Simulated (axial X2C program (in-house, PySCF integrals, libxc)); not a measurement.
# WS⁺: EOM-EA-CCSD levels

Wanted for WS⁺: EOM-EA-CCSD levels, at the two-component level.

Program: an in-house X2C program for linear molecules on PySCF integrals. Level of theory: two-component X2C with atomic mean-field terms, W dyall-acv3z, S dyall-av3z. These are calculated values, not measurements.

### 1 Set-up

The input, task.json:

```json
{
 "zs": [
  74,
  16
 ],
 "q": 1,
 "bas": [
  "dyall-acv3z",
  "dyall-av3z"
 ],
 "r0": 2.14,
 "eom": "ea",
 "thr": -2.0,
 "nmax": 92,
 "grid": [
  1,
  0.96,
  1.045,
  0.92,
  1.09,
  1.15
 ]
}
```

Keys: zs atomic numbers; q charge; bas basis sets; r0 starting distance in Å; eom kind of EOM run; thr threshold in hartree for freezing inner shells (an s shell follows its p shell); nmax most natural virtual spinors; grid distances as factors.

On the command line:

```sh
$ python soeom.py task.json out
```

The runs that follow: EOM-EA-CCSD at 2.050 Å.

**Question.** What will these runs give? Wanted: next root led by one particle; T1 of the reference.

As calculated:

| quantity | value |
| --- | --- |
| lowest root at 2.050 Å | Ω = 1/2, 14.474 eV |
| next root led by one particle | Ω = 1/2, about 11850 cm⁻¹ higher |
| T1 of the reference | 0.052 |

What this shows: The added electron is bound by 14.47 eV in a spinor of 44% W sσ, 34% W dσ, 12% S pσ. Errors of 0.1 to 0.3 eV are usual at this size, and roots led by higher excitations are left out, so the list is incomplete, and low states of that kind can be missing. T1 or the largest double amplitude of the reference is raised, which lowers the reliability.
